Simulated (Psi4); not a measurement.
# DSD-PBEP86/cc-pVDZ (density fitting for correlation) run of BNH3F3 (SMILES [NH3+][B-](F)(F)F)

Aim: the vertical singlet–triplet gap of BNH3F3 at DSD-PBEP86/cc-pVDZ (density fitting for correlation), from 2 runs. 

The calculation is run with Psi4 1.11.

1 further run of the same task is left out (set aside as unsound or not needed).

## (1) The molecule

BNH3F3: 8 atoms, total charge 0, spin state singlet. SMILES: `[NH3+][B-](F)(F)F`. The shape is that of a PBE0-D4/def2-TZVP optimisation.

Bond lengths: N1–B2 1.674 Å, B2–F3 1.368 Å, B2–F4 1.368 Å, B2–F5 1.368 Å, N1–H6 1.015 Å, N1–H7 1.015 Å, N1–H8 1.015 Å. Some angles: N1–B2–F3 104.1°, N1–B2–F4 104.1°, N1–B2–F5 104.1°, F3–B2–F4 114.2°, F3–B2–F5 114.2°, F4–B2–F5 114.2°, B2–N1–H6 110.1°, B2–N1–H7 110.1°, B2–N1–H8 110.1°, H6–N1–H7 108.9°.

## (2) A single-point energy at DSD-PBEP86/cc-pVDZ (density fitting for correlation)

Input file job.py:

```python
import psi4

psi4.set_memory(1600000000)
psi4.set_num_threads(1)
psi4.core.set_output_file('output.dat', False)

mol = psi4.geometry("""
0 1
N     -0.501800    -0.052400     0.645700
B      0.531500     0.038700    -0.668100
F      1.521100    -0.860400    -0.378100
F     -0.251400    -0.312100    -1.733900
F      0.943600     1.343300    -0.679400
H     -1.280300     0.587300     0.522000
H     -0.006300     0.194600     1.496700
H     -0.864300    -0.996100     0.739300
symmetry c1
no_reorient
no_com
""")

options = {'puream': True, 'e_convergence': 1e-09, 'd_convergence': 1e-08, 'scf_type': 'pk', 'dft_radial_points': 99, 'dft_spherical_points': 590, 'num_frozen_docc': 5}
psi4.set_options(options)

e_tot = psi4.energy('dsd-pbep86/cc-pVDZ', molecule=mol)
print(f'total energy {e_tot:.8f} hartree = {e_tot * 27.211386:.5f} eV')
```

Started as:

```
$ python job.py
```

output.dat, shortened:

```text
[...]
  Running in c1 symmetry.
[...]
  Nuclear repulsion =  191.439123084637203
[...]
  Multiplicity = 1
[...]
  Nalpha       = 21
  Nbeta        = 21
[...]
    Number of basis functions: 85
[...]
   @RKS iter   1:  -379.96073230260356   -8.34532e-01   6.91076e-03 DIIS/ADIIS
[...]
   @RKS iter  10:  -380.09260687323069   -3.01270e-12   2.78721e-09 DIIS
[...]
    Orbital Energies [Eh]
    ---------------------
    Doubly Occupied:
       1A    -25.690666     2A    -25.690641     3A    -25.690636
       4A    -15.233129     5A     -7.411388     6A     -1.457962
       7A     -1.412576     8A     -1.412548     9A     -1.172568
      10A     -0.715072    11A     -0.698043    12A     -0.698026
      13A     -0.642508    14A     -0.628619    15A     -0.628606
      16A     -0.541636    17A     -0.541628    18A     -0.516542
      19A     -0.516527    20A     -0.495813    21A     -0.486724
[...]
  @RKS Final Energy:  -380.09260687323069
   => Energetics <=
    Nuclear Repulsion Energy =            191.4391230846372025
    One-Electron Energy =                -909.6321030647371799
    Two-Electron Energy =                 350.5225783295763904
    DFT Exchange-Correlation Energy =     -12.4222052227071362
    Empirical Dispersion Energy =           0.0000000000000000
    VV10 Nonlocal Energy =                  0.0000000000000000
    Total Energy =                       -380.0926068732306931
[...]
 Multipole Moments:
 ------------------------------------------------------------------------------------
     Multipole            Electronic (a.u.)      Nuclear  (a.u.)        Total (a.u.)
 ------------------------------------------------------------------------------------
 L = 1.  Multiply by 2.5417464519 to convert [e a0] to [Debye]
 Dipole X            :        -33.5192625           31.9622608           -1.5570017
 Dipole Y            :         -2.3101001            2.1726181           -0.1374820
 Dipole Z            :         42.0142992          -40.0342259            1.9800733
 Magnitude           :                                                    2.5226664
[...]
```

Standard output:

```text
total energy -380.52177600 hartree = -10354.52493 eV
```

It took 16 s on 1 thread of Intel Xeon Platinum 8488C (Sapphire Rapids), shared host; peak memory 0.81 GiB.

## (3) The triplet

Input file job.json:

```json
{
  "schema_name": "qcschema_input",
  "schema_version": 1,
  "molecule": {
    "schema_name": "qcschema_molecule",
    "schema_version": 2,
    "symbols": ["N", "B", "F", "F", "F", "H", "H", "H"],
    "geometry": [-0.94826457, -0.09902165, 1.22019616, 1.00438944, 0.0731324, -1.26252602, 2.87446241, -1.62592036, -0.71450545, -0.47507715, -0.58978352, -3.27659613, 1.78314557, 2.5384691, -1.28387993, -2.41941636, 1.10983615, 0.98643704, -0.01190527, 0.3677407, 2.82835309, -1.63329029, -1.88235619, 1.39707452],
    "molecular_charge": 0,
    "molecular_multiplicity": 3,
    "fix_symmetry": "c1",
    "fix_com": true,
    "fix_orientation": true
  },
  "driver": "energy",
  "model": {
    "method": "dsd-pbep86",
    "basis": "cc-pVDZ"
  },
  "keywords": {
    "reference": "uks",
    "puream": true,
    "e_convergence": 1e-09,
    "d_convergence": 1e-08,
    "scf_type": "pk",
    "dft_radial_points": 99,
    "dft_spherical_points": 590,
    "num_frozen_docc": 5,
    "maxiter": 100
  }
}
```

Started as:

```
$ psi4 --qcschema job.json -n 1 --memory 1600MB
```

stdout, shortened:

```text
[...]
  Running in c1 symmetry.
[...]
  Nuclear repulsion =  191.439123136867011
[...]
  Multiplicity = 3
[...]
  Nalpha       = 22
  Nbeta        = 20
[...]
    Number of basis functions: 85
[...]
   @UKS iter   1:  -379.64459062789507   -5.18390e-01   5.20294e-03 ADIIS/DIIS
[...]
   @UKS iter  14:  -379.73269294656876   -1.76215e-12   6.78004e-09 DIIS
[...]
   @S^2 Observed:                2.011619844E+00
[...]
    Orbital Energies [Eh]
    ---------------------
    Alpha Occupied:
       1A    -25.786193     2A    -25.786182     3A    -25.786176
       4A    -15.336046     5A     -7.507422     6A     -1.548106
       7A     -1.502648     8A     -1.502639     9A     -1.288923
      10A     -0.825559    11A     -0.772657    12A     -0.772637
      13A     -0.743372    14A     -0.710609    15A     -0.710600
      16A     -0.630753    17A     -0.630751    18A     -0.613070
      19A     -0.600697    20A     -0.600692    21A     -0.579081
      22A     -0.120653
    Alpha Virtual:
      23A      0.108118    24A      0.108138    25A      0.236286
[...]
  @UKS Final Energy:  -379.73269294656876
   => Energetics <=
    Nuclear Repulsion Energy =            191.4391231368670105
    One-Electron Energy =                -906.0730334106590362
    Two-Electron Energy =                 347.2677282073816514
    DFT Exchange-Correlation Energy =     -12.3665108801583976
    Empirical Dispersion Energy =           0.0000000000000000
    VV10 Nonlocal Energy =                  0.0000000000000000
    Total Energy =                       -379.7326929465687613
[...]
 Multipole Moments:
 ------------------------------------------------------------------------------------
     Multipole            Electronic (a.u.)      Nuclear  (a.u.)        Total (a.u.)
 ------------------------------------------------------------------------------------
 L = 1.  Multiply by 2.5417464519 to convert [e a0] to [Debye]
 Dipole X            :        -32.3018975           31.9622608           -0.3396367
 Dipole Y            :         -2.2022167            2.1726181           -0.0295986
 Dipole Z            :         40.4654725          -40.0342259            0.4312466
 Magnitude           :                                                    0.5497298
[...]
```

The result, in JSON:

```text
{
 "driver": "energy",
 "model": {
  "method": "dsd-pbep86",
  "basis": "cc-pVDZ"
 },
 "success": true,
 "return_result": -380.16726416859376,
 "properties": {
  "calcinfo_nbasis": 85,
  "calcinfo_nmo": 85,
  "calcinfo_nalpha": 22,
  "calcinfo_nbeta": 20,
  "calcinfo_natom": 8,
  "nuclear_repulsion_energy": 191.439123136867,
  "return_energy": -380.16726416859376,
  "scf_one_electron_energy": -906.073033410659,
  "scf_two_electron_energy": 347.26772820738165,
  "scf_xc_energy": -12.366510880158398,
  "scf_dipole_moment": [-0.3396367076333284, -0.029598575143985784, 0.43124662844180506],
  "scf_total_energy": -379.73269294656876,
  "scf_iterations": 14
 }
}
```

Wall time 25 s (1 thread of Intel Xeon Platinum 8488C (Sapphire Rapids), shared host); peak memory 0.81 GiB.

## (4) Results

At DSD-PBEP86/cc-pVDZ (density fitting for correlation), 5 core orbitals frozen:

```
                                                         quantity          value
                                            singlet: total energy  -380.52178 Eh
                       singlet: HOMO energy (SCF part's orbitals)      -13.24 eV
                       singlet: LUMO energy (SCF part's orbitals)        2.38 eV
                     singlet: HOMO–LUMO gap (SCF part's orbitals)       15.63 eV
                                            triplet: total energy  -380.16726 Eh
triplet: HOMO energy (SCF part's orbitals) (highest over α and β)       -3.28 eV
                                                    triplet: ⟨S²⟩          2.012
                 vertical energy of the triplet above the singlet       9.647 eV
```

In words: At this shape the triplet lies 9.65 eV (222 kcal/mol) above the singlet.
